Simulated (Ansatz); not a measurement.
Crystal: Sn3Se.

```
Sn Se
1.0
     4.74188    0.00000    0.00000
     0.00000    4.74188    0.00000
     0.00000    0.00000    4.74188
Sn Se
3 1
Cartesian
  2.3709 2.3709 0.0000
  2.3709 0.0000 2.3709
  0.0000 2.3709 2.3709
  0.0000 0.0000 0.0000
```

The cell comes from a database or a generator and needn't be the stable form of this composition.

Base run:

| Item | Value |
| --- | --- |
| Program | Ansatz 0.2.0 |
| Functional | PBEsol |
| Potentials or basis | Ansatz PAW |
| Cutoff | 420 eV |
| Density cutoff | 1680 eV |
| k mesh | 6 × 6 × 6 |
| Occupations | fermi-dirac, width 0.05 eV |
| Spin | no spin polarisation |

Its results: band gap on the k mesh none (metal or under the smearing width); pressure -2.6 GPa.

**Question.** After a change of settings the same cell gave: band gap on the k mesh none (metal or under the smearing width); pressure 0.3 GPa. Which change was it?
A. functional from PBEsol to PBE
B. spin from no spin polarisation to spin-orbit coupling, no magnetisation; potential files from those of the base run to others of the same set
C. functional from PBEsol to LDA
D. functional from PBEsol to r2SCAN; cutoff from 420 eV to 500 eV; density cutoff from 1680 eV to 2000 eV

**Answer.** A.

PBE binds less tightly than PBEsol, so the same cell stands under more pressure.

Caveats: the PAW data sets come from PBE, with cores solved anew for the run's functional, which leaves a small shift of forces and pressure (some runs).

Not every run made on this cell is shown here.
